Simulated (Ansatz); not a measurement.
# GeNH₅ + HBr: a complex and its separated parts, part 1 of 3

The complex below is one end of an elementary step. How strongly is it bound against its free parts?

Computed with Ansatz 0.2.0, Gaussian basis. Level: PBE0-D4/def2-TZVP structures, single points in def2-TZVPP, no counterpoise correction.

Levels: SPW92, PBE-D4, BLYP-D4, r2SCAN-D4, B97M-V, PBE0-D4, B3LYP-D4, r2SCAN0-D4, BHLYP-D4, CAM-B3LYP-D4, wB97X-V, wB97M-V, B2PLYP, PBE-QIDH, RPA on PBE, Hartree-Fock, MP2, CCSD, CCSD(T).

Correlated methods freeze the cores. Filled d shells of the heavier atoms are correlated. B3LYP uses VWN-RPA correlation. B2PLYP carries no dispersion term here.

94 further runs of the same task are left out: 94 set aside as unsound or not needed. Runs told in other sessions of the task aren't counted.

**1. Where the work starts**

The complex: 9 atoms, charge 0, spin multiplicity 1.

Atoms are counted from 1 here; the program's logs count them from 0.

Bond lengths: Ge1–H3 1.520 Å, Ge1–H4 1.539 Å, Ge1–H5 1.520 Å, Ge1–N7 1.937 Å, H6–N7 1.130 Å, N7–H8 1.015 Å, N7–H9 1.015 Å. Angles: H3–Ge1–H4 112.4°, H3–Ge1–H5 116.9°, H3–Ge1–N7 105.1°, H4–Ge1–H5 112.4°, H4–Ge1–N7 103.2°, H5–Ge1–N7 105.1°, Ge1–N7–H6 100.2°, Ge1–N7–H8 113.7°, Ge1–N7–H9 113.7°, H6–N7–H8 110.0°, H6–N7–H9 110.0°, H8–N7–H9 108.8°.

Coordinates:

```xyz
9

Ge   -0.7789    0.0091   -0.7829
Br    2.6915    0.0501   -0.4868
H    -0.3193   -1.2606   -1.4805
H    -2.2757   -0.0249   -0.4270
H    -0.3619    1.3291   -1.4104
H     1.1732   -0.0004    0.6295
N     0.0892   -0.0231    0.9485
H    -0.0982   -0.8649    1.4843
H    -0.1199    0.7857    1.5255
```

Its parts: GeNH₅ holds atoms 1, 3, 4, 5, 7, 8, 9; HBr holds atoms 2, 6. Each part counts its atoms afresh in its own runs.

**2. Relaxing GeNH₅ alone**

File relax-a/in.yaml:

```yaml
crystal:
  periodic: [false, false, false]
  atoms:
    - {symbol: Ge, position_ang: [-0.778858, 0.009085, -0.782891]}
    - {symbol: H, position_ang: [-0.319349, -1.260594, -1.480464]}
    - {symbol: H, position_ang: [-2.275744, -0.024938, -0.427031]}
    - {symbol: H, position_ang: [-0.361920, 1.329110, -1.410385]}
    - {symbol: N, position_ang: [0.089201, -0.023083, 0.948508]}
    - {symbol: H, position_ang: [-0.098189, -0.864869, 1.484285]}
    - {symbol: H, position_ang: [-0.119865, 0.785747, 1.525457]}
basis:
  gaussian: {orbitals: def2-TZVP}
hamiltonian: {xc: pbe0, dispersion: d4}
relax: {f_tol: 0.005, max_steps: 200}
```

On the command line:

```
ansatz run in.yaml --threads 4 --pin off --events-out ev --progress --plain --max-ram 9574MiB
```

The program printed:

```text
Functional definition: PBE0
  name "PBE0"
  cite "Adamo & Barone, J. Chem. Phys. 110, 6158 (1999) doi:10.1063/1.478522"
  cite "Perdew, Burke & Ernzerhof, Phys. Rev. Lett. 77, 3865 (1996) doi:10.1103/PhysRevLett.77.3865"
  parent pbe
  parameter a = 0.25
  parameter kappa = 0.804
  parameter beta = 0.06672455060314922
  exchange = (1 - a)*pbe_x(kappa = kappa, mu = beta*pi^2/3) + a*exact_x
  correlation = pbe_c(beta = beta)
776 factors; their error is unknown
mean field evaluation 1: about -58074.6095 eV, gradient 5.9e1 eV
mean field evaluation 2: about -58061.2106 eV, gradient 9.2e1 eV
mean field evaluation 4: about -58080.9398 eV, gradient 1.6e0 eV
mean field evaluation 8: about -58080.9433 eV, gradient 2.3e-2 eV
mean field evaluation 16: about -58081.2142 eV, gradient 6.9e-5 eV
mean field -58081.21417859 eV, -2134.4452522024 hartree, gradient 6.9e-5 eV, S^2 0.000000; 0 other end points of the search recorded, 0 dependent functions left out
the calculation of the forces begins
reference -58081.21420473 eV, -2134.4452531628 hartree; 22, 22 occupied and 87, 87 virtual orbitals, 776 factors
relax step   1: F+E_penalty+E_count = -58081.28487463 eV  Δ(F+E_penalty+E_count) = +0.000e0 eV  max|allowed force component| = 2.512e0 eV/Å  Δτ_max = 0.0000 Å  (24 SCF iters, accepted)
these checks for a lower state are left out or cut short: starts, cluster_reference, orbital_swaps, neighbouring_geometries, increment
776 factors; their error is unknown
mean field -58081.35959314 eV, -2134.4505960882 hartree, gradient 1.7e-5 eV, S^2 0.000000; 0 other end points of the search recorded, 0 dependent functions left out
the calculation of the forces begins
reference -58081.35961937 eV, -2134.4505970522 hartree; 22, 22 occupied and 87, 87 virtual orbitals, 776 factors
relax step   2: F+E_penalty+E_count = -58081.43028251 eV  Δ(F+E_penalty+E_count) = -1.454e-1 eV  max|allowed force component| = 7.251e-1 eV/Å  Δτ_max = 0.1828 Å  (27 SCF iters, accepted)
these checks for a lower state are left out or cut short: starts, cluster_reference, orbital_swaps, neighbouring_geometries, increment
776 factors; their error is unknown
mean field -58081.38548182 eV, -2134.4515474799 hartree, gradient 1.1e-5 eV, S^2 0.000000; 0 other end points of the search recorded, 0 dependent functions left out
the calculation of the forces begins
reference -58081.38550797 eV, -2134.4515484408 hartree; 22, 22 occupied and 87, 87 virtual orbitals, 776 factors
relax step   3: F+E_penalty+E_count = -58081.45657314 eV  Δ(F+E_penalty+E_count) = -2.629e-2 eV  max|allowed force component| = 1.828e-1 eV/Å  Δτ_max = 0.0626 Å  (28 SCF iters, accepted)
these checks for a lower state are left out or cut short: starts, cluster_reference, orbital_swaps, neighbouring_geometries, increment
776 factors; their error is unknown
mean field evaluation 32: about -58081.1174 eV, gradient 2.1e-3 eV
mean field -58081.38781633 eV, -2134.4516332715 hartree, gradient 1.1e-5 eV, S^2 0.000000; 0 other end points of the search recorded, 0 dependent functions left out
the calculation of the forces begins
reference -58081.38784249 eV, -2134.4516342328 hartree; 22, 22 occupied and 87, 87 virtual orbitals, 776 factors
relax step   4: F+E_penalty+E_count = -58081.45895258 eV  Δ(F+E_penalty+E_count) = -2.379e-3 eV  max|allowed force component| = 7.804e-2 eV/Å  Δτ_max = 0.0114 Å  (28 SCF iters, accepted)
these checks for a lower state are left out or cut short: starts, cluster_reference, orbital_swaps, neighbouring_geometries, increment
776 factors; their error is unknown
mean field -58081.38875267 eV, -2134.4516676812 hartree, gradient 1.1e-5 eV, S^2 0.000000; 0 other end points of the search recorded, 0 dependent functions left out
the calculation of the forces begins
reference -58081.38877886 eV, -2134.4516686439 hartree; 22, 22 occupied and 87, 87 virtual orbitals, 776 factors
relax step   5: F+E_penalty+E_count = -58081.45990153 eV  Δ(F+E_penalty+E_count) = -9.489e-4 eV  max|allowed force component| = 1.483e-2 eV/Å  Δτ_max = 0.0150 Å  (28 SCF iters, accepted)
these checks for a lower state are left out or cut short: starts, cluster_reference, orbital_swaps, neighbouring_geometries, increment
776 factors; their error is unknown
mean field -58081.38877125 eV, -2134.4516683642 hartree, gradient 1.2e-5 eV, S^2 0.000000; 0 other end points of the search recorded, 0 dependent functions left out
the calculation of the forces begins
reference -58081.38879745 eV, -2134.4516693270 hartree; 22, 22 occupied and 87, 87 virtual orbitals, 776 factors
relax step   6: F+E_penalty+E_count = -58081.45992381 eV  Δ(F+E_penalty+E_count) = -2.228e-5 eV  max|allowed force component| = 1.310e-2 eV/Å  Δτ_max = 0.0025 Å  (21 SCF iters, accepted)
these checks for a lower state are left out or cut short: starts, cluster_reference, orbital_swaps, neighbouring_geometries, increment
776 factors; their error is unknown
mean field -58081.38877854 eV, -2134.4516686320 hartree, gradient 1.2e-5 eV, S^2 0.000000; 0 other end points of the search recorded, 0 dependent functions left out
the calculation of the forces begins
reference -58081.38880474 eV, -2134.4516695948 hartree; 22, 22 occupied and 87, 87 virtual orbitals, 776 factors
relax step   7: F+E_penalty+E_count = -58081.45993059 eV  Δ(F+E_penalty+E_count) = -6.778e-6 eV  max|allowed force component| = 5.435e-3 eV/Å  Δτ_max = 0.0009 Å  (20 SCF iters, accepted)
these checks for a lower state are left out or cut short: starts, cluster_reference, orbital_swaps, neighbouring_geometries, increment
776 factors; their error is unknown
mean field -58081.38877860 eV, -2134.4516686341 hartree, gradient 9.0e-6 eV, S^2 0.000000; 0 other end points of the search recorded, 0 dependent functions left out
the calculation of the forces begins
reference -58081.38880480 eV, -2134.4516695969 hartree; 22, 22 occupied and 87, 87 virtual orbitals, 776 factors
relax step   8: F+E_penalty+E_count = -58081.45993112 eV  Δ(F+E_penalty+E_count) = -5.326e-7 eV  max|allowed force component| = 9.020e-4 eV/Å  Δτ_max = 0.0001 Å  (17 SCF iters, accepted)
776 factors; their error is unknown
mean field evaluation 64: about -58064.5413 eV, gradient 8.6e1 eV
mean field -58081.38877860 eV, -2134.4516686341 hartree, gradient 3.3e-5 eV, S^2 0.000000; 1 other end points of the search recorded, 0 dependent functions left out
the calculation of the forces begins
reference -58081.38880480 eV, -2134.4516695969 hartree; 22, 22 occupied and 87, 87 virtual orbitals, 776 factors
Total energy: -58081.45995732 eV, -2134.4542844040 hartree
Atom 0 at    -0.787691     0.006340    -0.674765 Å, force    -0.000153    -0.000004    -0.000007 eV/Å
Atom 1 at    -0.332275    -1.232516    -1.460205 Å, force     0.000034    -0.000016     0.000018 eV/Å
Atom 2 at    -2.330132    -0.021669    -0.550879 Å, force    -0.000001     0.000018     0.000018 eV/Å
Atom 3 at    -0.372824     1.298891    -1.393288 Å, force     0.000042     0.000001    -0.000032 eV/Å
Atom 4 at     0.108253    -0.021799     0.935556 Å, force    -0.000041     0.000022     0.000903 eV/Å
Atom 5 at    -0.062295    -0.857106     1.479193 Å, force     0.000080     0.000153    -0.000479 eV/Å
Atom 6 at    -0.087758     0.778316     1.521867 Å, force     0.000040    -0.000174    -0.000421 eV/Å
Dipole moment:    -0.171562    -0.007110     0.170138 e Å
```

Wall time 7.5 s (4 threads of Arm Neoverse V1, shared host).

Relaxation path:

| step | energy from step 1 (eV) | largest force component (eV/Å) |
| --- | --- | --- |
| 1 | 0.0000 | 2.5118 |
| 2 | -0.1454 | 0.7251 |
| 3 | -0.1717 | 0.1828 |
| 4 | -0.1741 | 0.0780 |
| 5 | -0.1750 | 0.0148 |
| 6 | -0.1750 | 0.0131 |
| 7 | -0.1751 | 0.0054 |
| 8 | -0.1751 | 0.0009 |

Distances of close pairs at the start and the end, largest changes first:

| bond | before (Å) | after (Å) | change (Å) |
| --- | --- | --- | --- |
| Ge1–N5 | 1.937 | 1.843 | -0.094 |
| Ge1–H2 | 1.520 | 1.536 | +0.016 |
| Ge1–H4 | 1.520 | 1.536 | +0.016 |
| Ge1–H3 | 1.539 | 1.548 | +0.009 |
| N5–H7 | 1.015 | 1.011 | -0.004 |
| N5–H6 | 1.015 | 1.011 | -0.004 |

**3. Relaxing HBr alone**

File relax-b/in.yaml:

```yaml
crystal:
  periodic: [false, false, false]
  atoms:
    - {symbol: Br, position_ang: [2.691526, 0.050059, -0.486840]}
    - {symbol: H, position_ang: [1.173197, -0.000417, 0.629461]}
basis:
  gaussian: {orbitals: def2-TZVP}
hamiltonian: {xc: pbe0, dispersion: d4}
relax: {f_tol: 0.005, max_steps: 200}
```

On the command line:

```
ansatz run in.yaml --threads 4 --pin off --events-out ev --progress --plain --max-ram 9574MiB
```

The program printed, shortened:

```text
[... 5 set-up lines as earlier in the session ...]
[...]
457 factors; their error is unknown
[...]
mean field -70053.16295997 eV, -2574.4062550397 hartree, gradient 1.5e-5 eV, S^2 0.000000; 0 other end points of the search recorded, 0 dependent functions left out
[...]
reference -70054.57279888 eV, -2574.4580656637 hartree; 18, 18 occupied and 36, 36 virtual orbitals, 457 factors
Total energy: -70054.57831812 eV, -2574.4582684923 hartree
Atom 0 at     2.504322     0.043835    -0.349204 Å, force     0.004625     0.000154    -0.003400 eV/Å
Atom 1 at     1.360401     0.005807     0.491825 Å, force    -0.004625    -0.000154     0.003400 eV/Å
Dipole moment:    -0.159720    -0.005310     0.117429 e Å
```

Wall time 1.5 s (4 threads of Arm Neoverse V1, shared host).

The steps of the relaxation:

| step | energy from step 1 (eV) | largest force component (eV/Å) |
| --- | --- | --- |
| 1 | 0.0000 | 3.3744 |
| 2 | -1.3448 | 1.3021 |
| 3 | -1.3716 | 1.0249 |
| 4 | -1.4077 | 0.2132 |
| 5 | -1.4090 | 0.0046 |

The bond:

| bond | before (Å) | after (Å) | change (Å) |
| --- | --- | --- | --- |
| Br1–H2 | 1.885 | 1.420 | -0.465 |

**4. SPW92/def2-TZVPP**

File parta/in.yaml:

```yaml
crystal:
  periodic: [false, false, false]
  atoms:
    - {symbol: Ge, position_ang: [-0.787691, 0.006340, -0.674765]}
    - {symbol: H, position_ang: [-0.332275, -1.232516, -1.460205]}
    - {symbol: H, position_ang: [-2.330132, -0.021669, -0.550879]}
    - {symbol: H, position_ang: [-0.372824, 1.298891, -1.393288]}
    - {symbol: N, position_ang: [0.108253, -0.021799, 0.935556]}
    - {symbol: H, position_ang: [-0.062295, -0.857106, 1.479193]}
    - {symbol: H, position_ang: [-0.087758, 0.778316, 1.521867]}
basis:
  gaussian: {orbitals: def2-TZVPP}
hamiltonian: {xc: lda}
```

File partb/in.yaml:

```yaml
crystal:
  periodic: [false, false, false]
  atoms:
    - {symbol: Br, position_ang: [2.504322, 0.043835, -0.349204]}
    - {symbol: H, position_ang: [1.360401, 0.005807, 0.491825]}
basis:
  gaussian: {orbitals: def2-TZVPP}
hamiltonian: {xc: lda}
```

Each run has its own folder and the same command.

On the command line:

```
ansatz run in.yaml --threads 4 --pin off --events-out ev --progress --plain --max-ram 9574MiB
```

Output in parta, shortened:

```text
Functional definition: SPW92
  name "SPW92"
  cite "Dirac, Proc. Camb. Phil. Soc. 26, 376 (1930) doi:10.1017/S0305004100016108"
  cite "Slater, Phys. Rev. 81, 385 (1951) doi:10.1103/PhysRev.81.385"
  cite "Perdew & Wang, Phys. Rev. B 45, 13244 (1992) doi:10.1103/PhysRevB.45.13244"
[...]
808 factors; their error is unknown
[...]
mean field -57990.97423271 eV, -2131.1289953581 hartree, gradient 1.8e-5 eV, S^2 0.000000; 0 other end points of the search recorded, 0 dependent functions left out
reference -57990.97426429 eV, -2131.1289965186 hartree; 22, 22 occupied and 127, 127 virtual orbitals, 808 factors
Total energy: -57990.97426429 eV, -2131.1289965186 hartree
```

Output in partb, shortened:

```text
[... 5 set-up lines as earlier in the session ...]
[...]
435 factors; their error is unknown
[...]
mean field -69965.45697114 eV, -2571.1831193992 hartree, gradient 5.9e-6 eV, S^2 0.000000; 0 other end points of the search recorded, 0 dependent functions left out
reference -69965.45699218 eV, -2571.1831201727 hartree; 18, 18 occupied and 44, 44 virtual orbitals, 435 factors
Total energy: -69965.45699218 eV, -2571.1831201727 hartree
```

Wall times: 0.5 s (parta), 0.2 s (partb) on 4 threads of Arm Neoverse V1, shared host.

**5. PBE-D4/def2-TZVPP**

The same edit goes into each in.yaml of step 4 (parta, partb):

```diff
-hamiltonian: {xc: lda}
+hamiltonian: {xc: pbe, dispersion: d4}
```

One command serves all of them, each in its own folder.

On the command line:

```
ansatz run in.yaml --threads 4 --pin off --events-out ev --progress --plain --max-ram 9574MiB
```

Output in parta, shortened:

```text
Functional definition: PBE
  name "PBE"
[... 2 set-up lines as earlier in the session ...]
[...]
808 factors; their error is unknown
[...]
mean field -58079.74475358 eV, -2134.3912518291 hartree, gradient 6.8e-5 eV, S^2 0.000000; 0 other end points of the search recorded, 0 dependent functions left out
reference -58079.74478701 eV, -2134.3912530577 hartree; 22, 22 occupied and 127, 127 virtual orbitals, 808 factors
Total energy: -58079.83070168 eV, -2134.3944103634 hartree
```

partb printed, shortened:

```text
[... 4 set-up lines as earlier in the session ...]
[...]
435 factors; their error is unknown
[...]
mean field -70052.13661938 eV, -2574.3685377185 hartree, gradient 1.9e-5 eV, S^2 0.000000; 0 other end points of the search recorded, 0 dependent functions left out
reference -70052.13664203 eV, -2574.3685385511 hartree; 18, 18 occupied and 44, 44 virtual orbitals, 435 factors
Total energy: -70052.14342701 eV, -2574.3687878945 hartree
```

Times: 0.7 s (parta), 0.25 s (partb) on 4 threads of Arm Neoverse V1, shared host.

**6. BLYP-D4/def2-TZVPP**

Each input of step 5 (parta, partb) changes in the same lines:

```diff
-hamiltonian: {xc: pbe, dispersion: d4}
+hamiltonian: {xc: {name: BLYP}, dispersion: d4}
```

One command serves all of them, each in its own folder.

On the command line:

```
ansatz run in.yaml --threads 4 --pin off --events-out ev --progress --plain --max-ram 9574MiB
```

Log of parta, shortened:

```text
Functional definition: BLYP
  name "BLYP"
  cite "Becke, Phys. Rev. A 38, 3098 (1988) doi:10.1103/PhysRevA.38.3098"
  cite "Lee, Yang & Parr, Phys. Rev. B 37, 785 (1988) doi:10.1103/PhysRevB.37.785"
[...]
808 factors; their error is unknown
[...]
mean field -58091.19317332 eV, -2134.8119734946 hartree, gradient 6.8e-5 eV, S^2 0.000000; 0 other end points of the search recorded, 0 dependent functions left out
reference -58091.19346634 eV, -2134.8119842630 hartree; 22, 22 occupied and 127, 127 virtual orbitals, 808 factors
Total energy: -58091.38726263 eV, -2134.8191061450 hartree
```

Log of partb, shortened:

```text
[... 4 set-up lines as earlier in the session ...]
[...]
435 factors; their error is unknown
[...]
mean field -70063.39676396 eV, -2574.7823403996 hartree, gradient 8.4e-5 eV, S^2 0.000000; 0 other end points of the search recorded, 0 dependent functions left out
reference -70063.39697234 eV, -2574.7823480572 hartree; 18, 18 occupied and 44, 44 virtual orbitals, 435 factors
Total energy: -70063.41294405 eV, -2574.7829350070 hartree
```

They took 0.75 s (parta), 0.25 s (partb) on 4 threads of Arm Neoverse V1, shared host.

(Continued in part 2 of 3.)
